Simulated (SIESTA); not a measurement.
**Ba in SIESTA: convergence with EnergyShift**

Input of the first run (EnergyShift 0.05); the others differ in this setting and in those tied to it:

The input Ba.fdf:

```
SystemName                      Ba
SystemLabel                     Ba
NumberOfSpecies                 1
NumberOfAtoms                   4
%block ChemicalSpeciesLabel
  1  56 Ba
%endblock ChemicalSpeciesLabel

LatticeConstant                 1.0 Ang
%block LatticeVectors
     4.3301270189     0.0000000000     0.0000000000
    -1.4433756730     4.0824829046     0.0000000000
     0.0000000000     0.0000000000    25.6066017178
%endblock LatticeVectors
AtomicCoordinatesFormat         Fractional
%block AtomicCoordinatesAndAtomicSpecies
     0.5000000000     0.5000000000     0.2928932188  1  Ba
     0.0000000000     0.0000000000     0.4309644063  1  Ba
     0.5000000000     0.5000000000     0.5690355937  1  Ba
     0.0000000000     0.0000000000     0.7071067812  1  Ba
%endblock AtomicCoordinatesAndAtomicSpecies

%block kgrid.MonkhorstPack
    5   0   0  0.0
    0   5   0  0.0
    0   0   1  0.0
%endblock kgrid.MonkhorstPack
XC.Functional                   GGA
XC.Authors                      RPBE
PAO.BasisSize                   DZP
PAO.EnergyShift                 0.05 Ry
Mesh.Cutoff                     500 Ry
OccupationFunction              FD
ElectronicTemperature           0.05 eV
Slab.DipoleCorrection           vacuum
MaxSCFIterations                120
SCF.MustConverge                false
SCF.Mixer.Method                Pulay
SCF.Mixer.Weight                0.25
SCF.Mixer.History               8
SCF.DM.Tolerance                5.0e-05
SCF.H.Tolerance                 1.0e-03 eV
WriteForces                     true
Charge.Mulliken                 end
%block PAO.Basis
  Ba 5
  n=5 0 2
    3.380 0.000
  n=6 0 2
    7.489 0.000
  n=5 1 2
    3.889 0.000
  n=6 1 1
    7.489
  n=5 2 1
    7.000
%endblock PAO.Basis
```

Potentials or basis: PseudoDojo 0.4 standard (PBE files), DZP (energy shift 0.05 Ry; two zetas on semicore shells; d shell added on Ba).

Launch:

```console
$ siesta Ba.fdf > Ba.out 2>&1
```

The slab is cut from a database's or a generator's crystal, which needn't be the stable form of the element.

Hardware: 1 thread of Arm Neoverse V2, on a shared host.

```csv
EnergyShift,"energy less the tightest run, at zero smearing (meV/atom)",largest force (eV/Å),SCF cycles,CPU time (s),peak memory (GiB)
0.05,2862.61,0.228,11,24,0.36
0.03,1618.32,0.145,12,30,0.39
0.02,1010.63,0.081,12,33,0.41
0.01,450.45,0.072,14,46,0.45
0.005,191.18,0.075,14,47,0.46
0.003,98.51,0.077,14,47,0.46
0.002,50.00,0.078,14,48,0.46
0.001,0.00,0.079,13,47,0.47
```

Against the tightest run, the largest force stays within 0.005 eV/Å from 0.005 on. Not settled before the last step: the energy (to 1 meV/atom). The tightest run that finished is the yardstick and may itself not be fully converged.

Caveat, for the tightest run too: the potentials were made for another functional, which shifts forces and pressure; the basis of atomic orbitals isn't converged, which shifts pressures, moduli and gaps. Spin-orbit coupling is left out, which matters for the levels of Ba.
